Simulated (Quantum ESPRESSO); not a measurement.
ZnS3, 4 atoms in the cell. The structure is cubic, space group Fm-3m (No. 225). The conventional cell has a = 6.362 Å, b = 6.362 Å, c = 6.362 Å, α = 90.00°, β = 90.00°, γ = 90.00°. Zn (site symmetry m-3m) is surrounded by 8 S at 2.75 Å. S (site symmetry -43m) is surrounded by 4 Zn at 2.75 Å and 4 S at 2.75 Å. S (site symmetry m-3m) has 8 S at 2.75 Å as nearest neighbours. The cell was built by a generator and needn't be a form met in nature.

```yaml
Program: Quantum ESPRESSO 7.5
Task: phonons
Functional: revPBE
Potentials_or_basis: SG15 PBE 1.2
Cutoff: 952 eV
Density_cutoff: 3810 eV
k_mesh: 2 × 2 × 2, shifted
Occupations: fermi-dirac, width 0.05 eV
Spin: no spin polarisation
Mixing_beta: 0.5
Most_SCF_iterations: 120
SCF_threshold: 8e-10 Ry
```

Potentials or basis: SG15 PBE 1.2.

The run is started by

```sh
$ OMP_NUM_THREADS=1 pw.x -in pw.in > pw.out
$ OMP_NUM_THREADS=1 pw.x -in relax.in > relax.out
$ OMP_NUM_THREADS=1 pw.x -in scf2.in > scf2.out
$ OMP_NUM_THREADS=1 ph.x -in ph.in > ph.out
$ OMP_NUM_THREADS=1 dynmat.x -in dynmat.in > dynmat.out
```

Hardware: 1 thread of Arm Neoverse V1, on a shared host.

Q: Estimate the wall time of this run.

A: Wall time 4.5 min on 1 thread of Arm Neoverse V1 (shared host), peak memory 0.1 GiB. Counts: scf iterations 60, k pools 1, bands 27, ion steps 5, k points 2, g dense 34333.
